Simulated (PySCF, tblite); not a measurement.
# C6H6BrFSi: geometry, infrared bands and NMR shifts

What infrared bands and NMR shifts should C6H6BrFSi (`F[Si@@H](Br)c1ccccc1`) show?

The runs use tblite 0.8.0 and PySCF 2.14.0, with density-fitted response routines of our own; the level of theory stands in each step. All values are computed, except where a source is named. Atoms are numbered from 0 throughout.

## (1) The starting structure

15 atoms, charge 0, multiplicity 1; geometry from: force field or distance geometry start.

Bonds of the start (Å): F0–Si1 1.70, Si1–Br2 2.24, Si1–C3 1.85, C3–C4 1.38, C4–C5 1.38, C5–C6 1.37, C6–C7 1.39, C7–C8 1.39, C8–C3 1.40, Si1–H9 1.49, C4–H10 1.08, C5–H11 1.09, C6–H12 1.09, C7–H13 1.11, C8–H14 1.06.

## (2) Relaxing the molecule with GFN2-xTB

What the job is given:

```
{"job": {"kind": "relax", "xc": "GFN2-xTB", "basis": "xTB"}, "charge": 0, "multiplicity": 1}
F      2.458200    -2.198300    -0.336400
Si     2.362000    -0.542500     0.037700
Br     3.431100     0.753100    -1.438800
C      0.561600    -0.120200     0.026700
C      0.145900     1.187800    -0.104100
C     -1.214700     1.444200    -0.116200
C     -2.170400     0.475700     0.017200
C     -1.717100    -0.832600     0.170400
C     -0.369200    -1.158400     0.176900
H      2.927700    -0.424200     1.410900
H      0.839900     2.010600    -0.224600
H     -1.533100     2.477000    -0.227300
H     -3.225600     0.730900     0.022400
H     -2.471600    -1.634300     0.272900
H     -0.029100    -2.160900     0.290200
```

Run with:

```console
$ OMP_NUM_THREADS=1 python probes_run.py task.json out
```

One launch serves the whole session: the jobs run in the order shown.

**Question.** This job is followed by: GFN2-xTB harmonic vibrations, gas phase; GIAO PBE0/pcSseg-1 NMR shielding, non-relativistic, gas phase. Predict these results of the whole session: strongest single infrared mode (GFN2-xTB); zero-point energy (GFN2-xTB); 13C shifts against TMS (PBE0/pcSseg-1, means over atoms taken as alike); 1H shifts against TMS (PBE0/pcSseg-1, means over atoms taken as alike); 19F shifts against CFCl3 (PBE0/pcSseg-1); 29Si shifts against TMS (PBE0/pcSseg-1); 79Br shifts against HBr (PBE0/pcSseg-1).

The runs gave:

```
                                                               quantity                           value
                              strongest single infrared mode (GFN2-xTB)           2396 cm⁻¹, 230 km/mol
                                           zero-point energy (GFN2-xTB)                   63.1 kcal/mol
13C shifts against TMS (PBE0/pcSseg-1, means over atoms taken as alike)  139.4, 137.9, 137.8, 133.7 ppm
 1H shifts against TMS (PBE0/pcSseg-1, means over atoms taken as alike)      7.97, 7.81, 7.77, 6.24 ppm
                               19F shifts against CFCl3 (PBE0/pcSseg-1)                      -168.4 ppm
                                29Si shifts against TMS (PBE0/pcSseg-1)                        10.9 ppm
                                79Br shifts against HBr (PBE0/pcSseg-1)                          83 ppm
```

In words: Over 25 steps the energy fell by 0.279 eV; of the close pairs, F0–Si1 changed most, 1.700 to 1.605 Å. No mode is imaginary among the 39: a minimum at this level. The strongest single mode, at 2396 cm⁻¹, moves mainly H9. Unscaled tight-binding wavenumbers are off by several per cent, some by more. Its intensities can rank the bands wrongly. At PBE0/pcSseg-1: The widest tensor belongs to Br2: span 623 ppm, with a paramagnetic part of -587 ppm. NICS(1)zz of -29 ppm above the planar ring from C3 marks a diatropic (aromatic) ring current. Spin-orbit coupling is left out, which matters for shieldings and couplings at and beside the heavy atoms.
